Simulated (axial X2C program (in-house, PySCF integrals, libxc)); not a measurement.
# A two-component session on IrSe⁺: properties at the nuclei

Aim: properties at the nuclei of IrSe⁺, with spin–orbit coupling in the Hamiltonian from the start.

Method: two-component X2C with atomic mean-field terms, Ir dyall-cv3z, Se dyall-cv3z; program: an in-house X2C program for linear molecules on PySCF integrals.

All values are calculated.

## Step 1: Input

The input, task.json:

```json
{"zs": [77, 34], "q": 1, "bas": ["dyall-cv3z", "dyall-cv3z"], "r0": 2.22, "levels": ["PBE0", "HF", "LDA", "r2SCAN", "PBE"], "nst": 3}
```

Keys: zs atomic numbers; q charge; bas basis sets; r0 starting distance in Å; levels methods (HF also brings MP2); nst determinants followed.

Started as:

```console
$ python soeom.py task.json out
```

After this run come: Expectation values, lowest determinant; Expectation values, a higher determinant; Expectation values, a higher determinant.

Before running it: what results should come out? Wanted: lowest state; Eeff magnitude; Ws magnitude Ir; A∥/gI Ir; qzz Ir; higher state; Eeff magnitude; Ws magnitude Ir; A∥/gI Ir.

The runs gave:

| quantity | value |
| --- | --- |
| lowest state | Ω = 4 (unpaired: ω = 3/2, ω = 5/2) |
| Eeff magnitude (GV/cm), PBE0 | 11.1 |
| Ws magnitude Ir (kHz), PBE0 | 1.69 |
| A∥/gI Ir (MHz), PBE0 | 1800 |
| qzz Ir (a.u.), PBE0 | 0.85 |
| higher state | Ω = 3 (unpaired: ω = 1/2, ω = 5/2) |
| Eeff magnitude (GV/cm), PBE0, higher state | 11.7 |
| Ws magnitude Ir (kHz), PBE0, higher state | 4.69 |
| A∥/gI Ir (MHz), PBE0, higher state | 2280 |
| qzz Ir (a.u.), PBE0, higher state | 0.62 |
| higher state | Ω = 2 (unpaired: ω = -1/2, ω = 5/2) |
| Eeff magnitude (GV/cm), PBE0, higher state | 8.57 |
| Ws magnitude Ir (kHz), PBE0, higher state | 3.42 |
| A∥/gI Ir (MHz), PBE0, higher state | 756 |
| qzz Ir (a.u.), PBE0, higher state | 0.07 |

In the first state, the effective field runs from 0.804 to 15.9 GV/cm over the mean-field levels, so the levels don't agree on it. The expectation values come from single determinants. Eeff is the effective electric field on the electron dipole moment in this Ω state and Ws the scalar–pseudoscalar constant (defined with the proton number Z and per Ω); A∥ is the parallel hyperfine constant, which follows by multiplying with the nuclear g factor gI = μI/(I μN); qzz is the electric field gradient, eQq0 = 234.96 MHz × Q/barn × qzz. The operators were transformed with the bare-nucleus X2C matrices.
